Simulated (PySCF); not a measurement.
# AlH6O6 ([Al(OH)6]3-): the cost of one run

Programs: PySCF 2.14.0, with density-fitted response routines of our own. Each step states its level of theory. These are calculated values for one molecule in the gas phase, unless marked as measured. Atoms are numbered from 0 throughout.

## Step 1: Starting geometry

13 atoms, charge -3, multiplicity 1; geometry from: GFN2-xTB. The atoms were then displaced at random by about 0.03 Å, so the start is not that level's minimum.

Bonds of the start (Å): Al0–O1 1.98, Al0–O3 2.02, Al0–O5 1.92, Al0–O7 2.02, Al0–O9 2.06, Al0–O11 1.92, O1–H2 0.97, O3–H4 0.88, O5–H6 0.95, O7–H8 0.90, O9–H10 0.97, O11–H12 0.90.

## Step 2: Geometry optimisation at PBE0-D3(BJ)/def2-SVP

What the job is given:

```
{"job": {"xc": "PBE0", "basis": "def2-SVP", "d3": "d3bj", "grid": 1, "maxiter": 40, "shake": 0.03, "kind": "geom"}, "charge": -3, "multiplicity": 1}
Al     0.067780    -0.074440     0.011920
O     -0.066120     0.003230     1.987260
H     -0.662660    -0.759480     2.077960
O      0.159180    -0.011760    -2.004050
H      0.570210     0.753350    -2.140110
O      1.983820     0.017590     0.023680
H      2.131320     0.544180     0.805280
O     -1.945020     0.018360    -0.045310
H     -2.099360    -0.562470    -0.721420
O      0.016470     1.986510     0.038120
H     -0.791740     2.106890     0.555200
O     -0.004650    -1.989060     0.009790
H      0.671390    -2.085000    -0.576130
```

The run is started by

```bash
$ OMP_NUM_THREADS=1 python probes_run.py task.json out
```

One launch serves the whole session: the jobs run in the order shown.

Q: Estimate the wall time and peak memory of this first job on 1 thread of Arm Neoverse V1, shared host.

About 2.4 min, with a peak of 0.54 GiB.
